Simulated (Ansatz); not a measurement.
# YP2Pd2: properties at the relaxed cell

One table from this session's results is given with a row withheld; the runs are named, their logs left out.

Method: DFT PBEsol, scalar-relativistic, plane waves, PAW, in Ansatz 0.2.0.

1 further run of the same task is left out (set aside as unsound or not needed).

## Starting point

Symmetry: I4/mmm, No. 139, tetragonal system. Conventional cell: a = 4.042 Å, b = 4.042 Å, c = 9.810 Å, α = 90.00°, β = 90.00°, γ = 90.00°. Y (site symmetry 4/mmm) has 8 P at 3.06 Å and 8 Pd at 3.18 Å in its first shell of neighbours. P (site symmetry 4mm) has 1 P at 2.19 Å and 4 Pd at 2.43 Å and 4 Y at 3.06 Å in its first shell of neighbours. Pd (site symmetry -4m2) has 4 P at 2.43 Å in its first shell of neighbours.

Structure file:

```cif
data_structure
_symmetry_space_group_name_H-M 'P 1'
_symmetry_Int_Tables_number 1
_cell_length_a 5.6773
_cell_length_b 5.6773
_cell_length_c 5.6773
_cell_angle_alpha 138.289
_cell_angle_beta 138.289
_cell_angle_gamma 60.460
_cell_volume 80.15
loop_
_atom_site_label
_atom_site_type_symbol
_atom_site_fract_x
_atom_site_fract_y
_atom_site_fract_z
_atom_site_occupancy
Y1 Y 0.00000 0.00000 0.00000 1
P1 P 0.38839 0.38839 0.00000 1
P2 P 0.61161 0.61161 0.00000 1
Pd1 Pd 0.75000 0.25000 0.50000 1
Pd2 Pd 0.25000 0.75000 0.50000 1
```

It goes back to an entry of the Materials Project.

It is the result of an earlier relaxation at this level (volume 16.03 Å³/atom; gap on the mesh: none (metal)).

The first run:

Input file input.yaml:

```yaml
crystal:
  lattice:
    - [-2.0211677316, 2.0211677316, 4.9052358879]
    - [2.0211677316, -2.0211677316, 4.9052358879]
    - [2.0211677316, 2.0211677316, -4.9052358879]
  atoms:
    - { symbol: "Y", position: [0.0, 0.0, 0.0] }
    - { symbol: P, position: [0.3883879609, 0.3883879609, 0.0] }
    - { symbol: P, position: [0.6116120391, 0.6116120391, 0.0] }
    - { symbol: Pd, position: [0.75, 0.25, 0.5] }
    - { symbol: Pd, position: [0.25, 0.75, 0.5] }
basis:
  ecutwfc: 420
kpoints:
  mp_grid: { grid: [12, 12, 12] }
  band_path:
    path:
      - [[0.0, 0.0, 0.0], [0.0, 0.0, 0.5], [0.25, 0.25, 0.25], [0.0, 0.5, 0.0], [0.0, 0.0, 0.0], [0.5, 0.5, -0.5], [0.29244484, 0.70755516, -0.29244484]]
      - [[-0.29244484, 0.29244484, 0.29244484], [0.0, 0.0, 0.0]]
      - [[0.0, 0.0, 0.5], [-0.08488969, 0.08488969, 0.5]]
      - [[0.5, 0.5, -0.08488969], [0.5, 0.5, -0.5]]
    npoints: 14
hamiltonian:
  xc: pbesol
scf:
  occupations: { method: gaussian, width: 0.1 }
  n_extra_bands: 12
output:
  forces: true
  stress: true
  eigenvalues: true
  populations: true
  dos: { projected: true, de: 0.02, nscf_kmesh: { grid: [18, 18, 18] } }
  bader: true
  write_density: true
  write_potential: true
  elf: true
  volumetric_format: npy
```

Started as:

```bash
ansatz run input.yaml --threads 2 --pin off --max-ram 5120MiB --backend cpu --events-out ev --progress --plain --runs-dir out
```

Steps of the session up to this table: Static run: bands, density of states and charges; The cell scaled to 0.97 of its volume; The cell scaled to 1.03 of its volume; Point at V/V0 = 0.94; Point at V/V0 = 1.06.

One of the session's tables, all rows but one given; the rest of the session is left out.

It belongs to the step «Energy against volume». 

| volume (Å³/atom) | energy above the lowest point (meV/atom) | pressure (GPa) |
| --- | --- | --- |
| 15.069 | 30.2 | 10.70 |
| 15.550 | 7.1 | 4.88 |
| 16.031 | 0.0 | 0.00 |
| 16.512 | ? | ? |
| 16.993 | 24.0 | -7.53 |

Q: Estimate the row for volume (Å³/atom) = 16.512 from the others.

Worked estimate for «energy above the lowest point (meV/atom)». A straight line through the neighbours (16.031, 0.0) and (16.993, 24.0) gives 0.0 + (24.0 − 0.0) × (16.512 − 16.031) / (16.993 − 16.031) = 12.0; a parabola fitted to 3 rows on both sides gives 5.6.

**Answer.** energy above the lowest point (meV/atom): 6.4; pressure (GPa): -4.10. In «energy above the lowest point (meV/atom)» the line misses by +5.6 and the parabola by -0.8.
